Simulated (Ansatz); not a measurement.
This script for the Python package of Ansatz (0.2.0) starts 3 runs on TaN, space group P-62m. What input does the engine get in each?

The script, `xc_tan.py`:
```python
"""One structure of TaN under several functionals."""

import ansatz as az

cell = (
    az.Lattice.of([5.196, 0.0, 0.0], [-2.598, 4.499868, 0.0], [0.0, 0.0, 2.911])
    .atom("Ta", [1 / 3, 2 / 3, 0.5])
    .atom("Ta", [2 / 3, 1 / 3, 0.5])
    .atom("Ta", [0.0, 0.0, 0.0])
    .atom("N", [0.39285, 0.0, 0.0])
    .atom("N", [0.60715, 0.60715, 0.0])
    .atom("N", [0.0, 0.39285, 0.0])
)

model = (
    cell.calculation()
    .basis(450)
    .kpoints(mesh=(5, 5, 8))
    .occupations(az.OccupationsMethod.FERMI_DIRAC)
    .mixing("msr1", beta=0.5)
    .eigensolver("davidson", full_accuracy=True)
    .scf(self_checks="high")
)

rows = []
for value in ["r2scan", "blyp", "lda"]:
    summary = model.functional(value).run(threads=1, backend="cpu").report
    rows.append((value, summary["free_energy_ev"] / len(summary["lattice"]["sites"]), summary["n_iterations"], summary["n_kpoints"]))

print("  functional   F/atom (eV)    iterations      k-points")
for row in rows:
    print(f"{str(row[0]):>12s}  {row[1]:12.5f}  {row[2]:12d}  {row[3]:12d}")
```

Run 1:
```yaml
crystal:
  lattice:
    - [5.196, 0.0, 0.0]
    - [-2.598, 4.499868, 0.0]
    - [0.0, 0.0, 2.911]
  atoms:
    - { symbol: Ta, position: [0.3333333333333333, 0.6666666666666666, 0.5] }
    - { symbol: Ta, position: [0.6666666666666666, 0.3333333333333333, 0.5] }
    - { symbol: Ta, position: [0.0, 0.0, 0.0] }
    - { symbol: "N", position: [0.39285, 0.0, 0.0] }
    - { symbol: "N", position: [0.60715, 0.60715, 0.0] }
    - { symbol: "N", position: [0.0, 0.39285, 0.0] }
basis:
  ecutwfc: 450.0
kpoints:
  mp_grid:
    grid: [5, 5, 8]
hamiltonian:
  xc: r2scan
scf:
  self_checks: high
  mixing:
    algorithm: msr1
    beta: 0.5
  occupations:
    method: fermi_dirac
  eigensolver:
    kind: davidson
    full_accuracy: true
```

Run 2, against run 1:
```diff
-  xc: r2scan
+  xc: blyp
```

Run 3, against run 1:
```diff
-  xc: r2scan
+  xc: lda
```

```console
$ python xc_tan.py
DeckWarning: basis.ecutwfc = 450 eV is below the records' recommended 500 eV, and the density's cutoff is lower with it unless basis.ecutrho_ratio is high enough to keep the records' density cutoff: compare with a run at a higher cutoff
  functional   F/atom (eV)    iterations      k-points
      r2scan   -5165.92301             7            25
        blyp   -5171.88599             7            25
         lda   -5029.63221             7            25
```
(Warnings from the package without file and line.)

The cutoff lies under the one recommended for these potentials in some of the runs. Spin is left out of this run. BLYP can be off by several per cent in the lattices of metals, and by several GPa in the pressure at a fixed cell. The mesh is modest for a metal, so energies can be off by several to tens of meV an atom and pressures by half a GPa or more; differences at equal mesh fare better. Spin-orbit coupling, which matters for elements this heavy, is left out. The starting cell is as deposited in a crystallographic database; the results hold for this polymorph, which needn't be the stable one. Total energies of different functionals can't be compared; pressures, moments and gaps at this one structure can. It ran for 67 s on 1 thread of Intel(R) Xeon(R) Processor @ 2.30GHz (shared host), peak memory 0.56 GiB.
